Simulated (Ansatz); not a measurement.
# C₃H₉B₂N: up Jacob's ladder to CCSD(T)

An exercise on one series of results from a longer session: the logs are not shown, and one member is left open.

The runs use Ansatz 0.2.0, Gaussian basis; functionals in def2-TZVPP, the program's frozen cores in correlated methods.

The runs, in order: LDA (SPW92), PBE-D4, revPBE-D4, BLYP-D4, r2SCAN-D4, B97M-V, PBE0-D4, B3LYP-D4, r2SCANh-D4, r2SCAN0-D4, HSE06-D4, BHLYP-D4, CAM-B3LYP-D4, LC-ωPBE, ωB97X-V, ωB97M-V, B2PLYP, PBE-QIDH; CCSD(T)/def2-SVP; CCSD(T)/def2-TZVPP; MP2/def2-QZVPP; extrapolation to the limit; RPA on PBE.

## Structure used throughout

The geometry comes from an earlier relaxation with PBE0-D4 in a triple-zeta def2 set; it is a stationary point, not always the lowest conformer.

SMILES `BN(B)CC=C`, 15 atoms, charge 0, spin multiplicity 1.

Atoms are counted from 1 here; the program's logs count them from 0.

Bond lengths: B1–N2 1.420 Å, B1–H7 1.197 Å, B1–H8 1.193 Å, N2–B3 1.419 Å, N2–C4 1.458 Å, B3–H9 1.193 Å, B3–H10 1.197 Å, C4–C5 1.495 Å, C4–H11 1.095 Å, C4–H12 1.095 Å, C5–C6 1.325 Å, C5–H13 1.088 Å, C6–H14 1.084 Å, C6–H15 1.083 Å. Angles: N2–B1–H7 119.1°, N2–B1–H8 118.9°, H7–B1–H8 121.9°, B1–N2–B3 121.4°, B1–N2–C4 119.3°, B3–N2–C4 119.3°, N2–B3–H9 118.9°, N2–B3–H10 119.1°, H9–B3–H10 121.9°, N2–C4–C5 114.0°, N2–C4–H11 109.2°, N2–C4–H12 109.2°, C5–C4–H11 108.8°, C5–C4–H12 108.9°, H11–C4–H12 106.5°, C4–C5–C6 126.3°, C4–C5–H13 114.3°, C6–C5–H13 119.4° and more.

The first run:

File in.yaml:

```yaml
crystal:
  periodic: [false, false, false]
  atoms:
    - {symbol: B, position_ang: [-0.663897, 1.116085, 1.385327]}
    - {symbol: N, position_ang: [-0.352938, -0.144831, 0.812170]}
    - {symbol: B, position_ang: [0.463875, -1.084941, 1.493162]}
    - {symbol: C, position_ang: [-0.869060, -0.473772, -0.511561]}
    - {symbol: C, position_ang: [0.030508, -0.064191, -1.632580]}
    - {symbol: C, position_ang: [1.203218, 0.540545, -1.516975]}
    - {symbol: H, position_ang: [-1.388525, 1.862620, 0.792512]}
    - {symbol: H, position_ang: [-0.203505, 1.395693, 2.449555]}
    - {symbol: H, position_ang: [0.917177, -0.791922, 2.556838]}
    - {symbol: H, position_ang: [0.668508, -2.151750, 0.989325]}
    - {symbol: H, position_ang: [-1.041332, -1.553645, -0.573032]}
    - {symbol: H, position_ang: [-1.844569, 0.005205, -0.647431]}
    - {symbol: H, position_ang: [-0.350727, -0.304067, -2.622844]}
    - {symbol: H, position_ang: [1.624176, 0.799047, -0.552144]}
    - {symbol: H, position_ang: [1.785291, 0.798926, -2.393024]}
basis:
  gaussian: {orbitals: def2-TZVPP}
hamiltonian: {xc: lda}
output: {orbitals: {seedname: orbitals}}
```

Steps of the session up to this table: LDA; PBE-D4 (GGA); revPBE-D4 (GGA); BLYP-D4 (GGA); r2SCAN-D4 (meta-GGA); B97M-V (meta-GGA); PBE0-D4 (hybrid); B3LYP-D4 (hybrid); r2SCANh-D4 (hybrid); r2SCAN0-D4 (hybrid); HSE06-D4 (hybrid); BHLYP-D4 (hybrid); CAM-B3LYP-D4 (range-separated); LC-ωPBE-D4 (range-separated; the results give it without D4); ωB97X-V (range-separated); ωB97M-V (range-separated); B2PLYP (double hybrid); PBE-QIDH (double hybrid).

One of the session's tables, all rows but one given; the rest of the session is left out.

It belongs to the step «Orbital energies across the functionals». 

| functional | HOMO (eV) | gap (eV) |
| --- | --- | --- |
| LDA (SPW92) | -6.83 | 4.23 |
| PBE-D4 | -6.65 | 4.36 |
| revPBE-D4 | -6.58 | 4.42 |
| BLYP-D4 | -6.49 | 4.38 |
| r2SCAN-D4 | -6.83 | 4.91 |
| B97M-V | -6.85 | 4.84 |
| PBE0-D4 | -7.75 | 6.48 |
| B3LYP-D4 | -7.53 | 6.05 |
| r2SCANh-D4 | -7.25 | 5.68 |
| r2SCAN0-D4 | -7.88 | 6.83 |
| HSE06-D4 | -7.34 | 5.69 |
| BHLYP-D4 | -8.68 | 8.52 |
| CAM-B3LYP-D4 | -9.08 | 8.92 |
| LC-ωPBE | -10.48 | 11.50 |
| ωB97X-V | -10.09 | 11.01 |
| ωB97M-V | ? | ? |

Q: Estimate the row for ωB97M-V from the others.

As computed: HOMO (eV): -10.01; gap (eV): 10.67. In the column «HOMO (eV)» it lies between ωB97X-V (-10.09) and CAM-B3LYP-D4 (-9.08).
